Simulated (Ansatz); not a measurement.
# Hydrogen selenide (H2Se): vertical ionisation energy

An exercise on one series of results from a longer session: the logs are not shown, and one member is left open.

Computed with Ansatz 0.2.0, Gaussian basis. Level: unrestricted cation, the program's frozen cores in correlated methods.

The runs, in order: UKS PBE-D4/def2-TZVPP; UKS r2SCAN-D4/def2-TZVPP; UKS PBE0-D4/def2-TZVPP; UKS B3LYP-D4/def2-TZVPP; UKS wB97X-V/def2-TZVPP; UKS wB97M-V/def2-TZVPP; UKS B2PLYP/def2-TZVPP; UHF-CCSD(T)/def2-TZVPP; UHF-CCSD(T)/def2-QZVPP; extrapolation to the limit; then −ε(HOMO) from the neutral's earlier runs with LDA (SPW92), PBE-D4, revPBE-D4, BLYP-D4, r2SCAN-D4, B97M-V, PBE0-D4, B3LYP-D4, r2SCANh-D4, r2SCAN0-D4, HSE06-D4, BHLYP-D4, CAM-B3LYP-D4, LC-ωPBE, ωB97X-V, ωB97M-V.

## Structure used throughout

The geometry comes from an earlier relaxation with PBE0-D4 in a triple-zeta def2 set; it is a stationary point.

SMILES `[SeH2]`, 3 atoms, charge 0, spin multiplicity 1.

Atoms are counted from 1 here; the program's logs count them from 0.

Bond lengths: Se1–H2 1.467 Å, Se1–H3 1.467 Å. Angles: H2–Se1–H3 91.2°.

Set-up of the first run:

in.yaml

```yaml
crystal:
  periodic: [false, false, false]
  atoms:
    - {symbol: Se, position_ang: [0.560670, -0.274704, 0.280197]}
    - {symbol: H, position_ang: [0.045424, 1.091869, 0.143871]}
    - {symbol: H, position_ang: [-0.606094, -0.817175, -0.424058]}
basis:
  gaussian: {orbitals: def2-TZVPP}
total_charge: 1
magnetization: {spin_polarized: true, initial_magnetization: 1}
hamiltonian: {xc: pbe, dispersion: d4}
```

Run with:

```bash
> ansatz run in.yaml --threads 2 --pin off --events-out ev --progress --plain --max-ram 32768MiB --backend cpu
```

Among the steps run: Cation, UKS PBE-D4/def2-TZVPP; Cation, UKS r2SCAN-D4/def2-TZVPP; Cation, UKS PBE0-D4/def2-TZVPP; Cation, UKS B3LYP-D4/def2-TZVPP; Cation, UKS wB97X-V/def2-TZVPP; Cation, UKS wB97M-V/def2-TZVPP; Cation, UKS B2PLYP (frozen core)/def2-TZVPP; Cation, UHF-CCSD(T)/def2-TZVPP; Cation, UHF-CCSD(T)/def2-QZVPP.

One table of the session follows, with a row left open; its other results are not shown here.

It belongs to the step «Ionisation energies side by side». Orbital estimates, from the neutral's runs:

| functional | −ε(HOMO) (eV) |
| --- | --- |
| LDA (SPW92) | 6.05 |
| PBE-D4 | ? |
| revPBE-D4 | 5.88 |
| BLYP-D4 | 5.76 |
| r2SCAN-D4 | 6.20 |
| B97M-V | 6.25 |
| PBE0-D4 | 7.11 |
| B3LYP-D4 | 6.87 |
| r2SCANh-D4 | 6.64 |
| r2SCAN0-D4 | 7.29 |
| HSE06-D4 | 6.71 |
| BHLYP-D4 | 8.14 |
| CAM-B3LYP-D4 | 8.43 |
| LC-ωPBE | 9.84 |
| ωB97X-V | 9.47 |
| ωB97M-V | 9.32 |

Q: Estimate the row for PBE-D4 from the others.

As computed: −ε(HOMO) (eV): 5.92. In the column «−ε(HOMO) (eV)» it lies between revPBE-D4 (5.88) and LDA (SPW92) (6.05).
